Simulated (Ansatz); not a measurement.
# Ge2H3 (doublet): the correlation ladder, cc-pVTZ

The task here is to estimate one member of a computed series from the others.

Computed with Ansatz 0.2.0, Gaussian basis. Level: cc-pVTZ, core rule «outside noble gas», up to 28 orbitals frozen.

The runs, in order: UHF; CCSD(T) on ROHF; CCSD(T) on UHF; BCCD(T) on ROHF; CCSDT(Q) on ROHF; CCSDT(Q) on UHF; CASSCF and NEVPT2, 11 electrons in 11 orbitals.

5 further runs of the same task are left out: 5 set aside as unsound or not needed.

## The geometry

The geometry is a PBE0/def2-TZVP stationary point (not a proven minimum). No spin-orbit coupling is included. The filled d shell of Ge may be among the frozen orbitals whatever the setting's name suggests; the logs give the count.

5 atoms, charge 0, spin multiplicity 2.

Atoms are counted from 1 here; the program's logs count them from 0.

Bond lengths: Ge1–Ge2 2.489 Å, Ge1–H3 1.550 Å, Ge1–H4 1.544 Å, Ge1–H5 1.544 Å. Angles: Ge2–Ge1–H3 104.2°, Ge2–Ge1–H4 115.6°, Ge2–Ge1–H5 115.6°, H3–Ge1–H4 106.7°, H3–Ge1–H5 106.7°, H4–Ge1–H5 107.3°.

Set-up of the first run:

Contents of in.yaml:

```yaml
crystal:
  periodic: [false, false, false]
  atoms:
    - {symbol: Ge, position_ang: [-0.001989, 0.000001, 1.207499]}
    - {symbol: Ge, position_ang: [-0.001381, -0.000001, -1.281547]}
    - {symbol: H, position_ang: [1.500233, -0.000013, 1.588157]}
    - {symbol: H, position_ang: [-0.628647, 1.243483, 1.874144]}
    - {symbol: H, position_ang: [-0.628670, -1.243469, 1.874145]}
basis:
  gaussian: {orbitals: cc-pVTZ}
magnetization: {spin_polarized: true, initial_magnetization: 1}
hamiltonian: {xc: hf}
output: {orbitals: {seedname: orbitals}}
```

Run with:

```sh
$ ansatz run in.yaml --threads 1 --pin off --events-out ev --progress --plain --max-ram 4096MiB --backend cpu
```

Steps of the session up to this table: UHF; CCSD(T) on ROHF; CCSD(T) on UHF; BCCD(T) on ROHF; CCSDT(Q) on ROHF; CCSDT(Q) on UHF; CASSCF and NEVPT2, 11 electrons in 11 orbitals.

One of the session's tables, all rows but one given; the rest of the session is left out.

| method | from UCCSDT(Q) (kJ/mol) |
| --- | --- |
| ROHF | +641.8 |
| UHF | +631.4 |
| RMP2 | +127.5 |
| UMP2 | +131.9 |
| RCCSD | +25.5 |
| UCCSD | ? |
| RCCSD(T) | +4.6 |
| UCCSD(T) | +4.4 |
| BCCD(T) | +4.5 |
| RCCSDT | +1.2 |
| UCCSDT | +0.9 |
| RCCSDT(Q) | +0.3 |
| UCCSDT(Q) | 0 |
| CASSCF valence | +445.1 |
| NEVPT2 valence | +119.2 |

**Question.** Estimate the row for UCCSD.

As computed: from UCCSDT(Q) (kJ/mol): +25.0. In the column «from UCCSDT(Q) (kJ/mol)» it lies between RCCSD(T) (+4.6) and RCCSD (+25.5).

With the free atoms at the same levels and basis (separate runs), the atomisation energy is 10.883 eV at UCCSDT(Q), 10.887 eV at RCCSD(T), 10.868 eV at UCCSD(T), 8.109 eV at ROHF.

To keep in mind: Restricted and unrestricted rows rest on different reference determinants; where their highest levels disagree by more than a few hundredths of an eV, they describe different states and don't form one ladder.
